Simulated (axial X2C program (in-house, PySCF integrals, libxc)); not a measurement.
# HoO⁺: the levels of the configuration f10 s0

Aim: the spin–orbit levels of HoO⁺ that arise from the configuration f10 s0 of Ho, and how they move with the bond.

Method: two-component X2C, average-of-configuration Hartree–Fock and CI in the open shells; program: an in-house X2C program for linear molecules on PySCF integrals.

All values are calculated.

## Step 1: The job

The input, task.json:

```json
{"zs": [67, 8], "q": 1, "bas": ["dyall-v3z", "dyall-v3z"], "r0": 1.9, "metal": 0, "shells": [[3, [0, 1, 2, 3], 10], [0, [0], 0]], "fix": 0, "emax": 2.2, "nroots": 4}
```

Keys: zs atomic numbers; q charge; bas basis sets; r0 starting distance in Å; metal index of the metal atom; shells open shells as [l, |m| values, electrons]; fix electron count of the first shell held; emax energy window in eV; nroots roots for each Ω.

Command:

```bash
$ python soci.py task.json out
```

Two-component X2C with atomic mean-field Coulomb and Gaunt terms, basis Ho dyall-v3z, O dyall-v3z (cores contracted in-house). Orbitals come from Hartree–Fock averaged over the configuration Ho f10 s0; CI then distributes these electrons over the f, s shells of Ho.

## Step 2: CI at R = 1.737 Å

**Question.** What will these runs give? Wanted: lowest level of the model; next level; lowest curve, Re and ωe.

As calculated:

| quantity | value |
| --- | --- |
| lowest level of the model | Ω = 8, g∥ = 19.91, 100% f10 |
| next level | Ω = 7, 439 cm⁻¹ higher |
| lowest curve, Re and ωe | 1.738 Å, 974.5 cm⁻¹ |

**Reading.** In the lowest level ⟨Sz⟩ = 1.95 and ⟨Lz⟩ = 6.05; its leading determinant has weight 0.66 among 106. The 9 lowest levels are the Ω components of the Hund's-rule level 5I8 of f10 (free-ion gJ = 1.250), split by the axial field over 1020 cm⁻¹. From 1.737 to 1.676 Å the gap from the lowest to the fifth level goes from 956 to 1061 cm⁻¹. Without dynamic correlation distances can be off by several hundredths of an Å, and the wavenumbers are rough. Dynamic correlation is missing, so gaps between terms are too wide and other configurations may lie lower; the lowest level listed is that of this model, not necessarily the ground state. At most 4 roots were kept for each Ω > 0 (twice that for Ω = 0) within 2.2 eV of the lowest, so higher up levels can be missing between those listed; levels with Ω > 0 are doubly degenerate and listed once, Ω = 0 levels singly. States that fill the shells left empty in the average are placed too high.
